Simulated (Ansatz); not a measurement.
Run this with Ansatz's Python interface and show what comes out.

Contents of `ch6nopsi.xyz`:
```text
11

C     1.59600    0.80330    0.91930
N     0.43000    0.26050    0.85870
Si   -0.13770   -0.14760   -0.72300
O     0.40180   -1.68750   -0.95530
P    -2.32440   -0.16500   -0.64570
H     2.24790    1.02000    0.05180
H     2.00430    1.08410    1.90480
H     0.41890    0.77950   -1.72950
H     0.29500   -2.25260   -0.17540
H    -2.48650    1.12990   -0.10360
H    -2.44540   -0.82470    0.59800
```

`ch6nopsi.py`:
```python
"""Single point of CH6NOPSi in a Gaussian basis."""

from pathlib import Path

import ansatz as az

geometry = az.Crystal.molecule_from_extxyz("ch6nopsi.xyz")

job = geometry.calculation().basis(gaussian="def2-SVPD").functional("b3lyp").orbitals()
result = job.run(threads=1, runs_dir="ch6nopsi_runs")
r = result.report

for key in ("converged", "free_energy_ev", "reference_energy_ev", "n_frozen", "n_occupied", "n_virtual"):
    print(f"{key:22s} {r[key]}")

state = r["mean_field"]["state"]
print(f"mean field: {state['energy']['hartree']:.7f} Ha, <S^2> = {abs(state['spin_squared']):.4f}, stability: {state.get('stability', {}).get('kind')}")

lines = Path(r["orbitals_path"]).read_text().splitlines()
field_of = lambda key: [line.split("=")[1].strip() for line in lines if line.startswith(key)]
orbitals = [(27.211386 * float(e), s, float(n)) for e, s, n in zip(field_of("Ene="), field_of("Spin="), field_of("Occup="))]
homo = max(e for e, _, n in orbitals if n > 0.5)
lumo = min(e for e, _, n in orbitals if n < 0.5)
print(f"HOMO {homo:.3f} eV, LUMO {lumo:.3f} eV, gap {lumo - homo:.3f} eV")
```

```console
$ python ch6nopsi.py
converged              True
free_energy_ev         -21831.568075692532
reference_energy_ev    -21831.568075692532
n_frozen               0
n_occupied             [28, 28]
n_virtual              [131, 131]
mean field: -802.2953288 Ha, <S^2> = 0.0000, stability: minimum
HOMO -7.032 eV, LUMO -1.649 eV, gap 5.383 eV
```

Total energies depend on the basis set; only differences at equal settings carry meaning. The geometry is a force-field or estimated start, not a minimum of this method, and the basis set is short of its limit. b3lyp holds the VWN-RPA fit, as in Gaussian; the form of ORCA and Turbomole is b3lyp5. Levels such as HOMO and LUMO are orbital energies: with these approximate functionals they aren't the ionisation energy and electron affinity, and their gap isn't the fundamental gap. Hardware and time: 8.3 s on 1 thread of Arm Neoverse V1, on a shared host, peak memory 0.45 GiB.
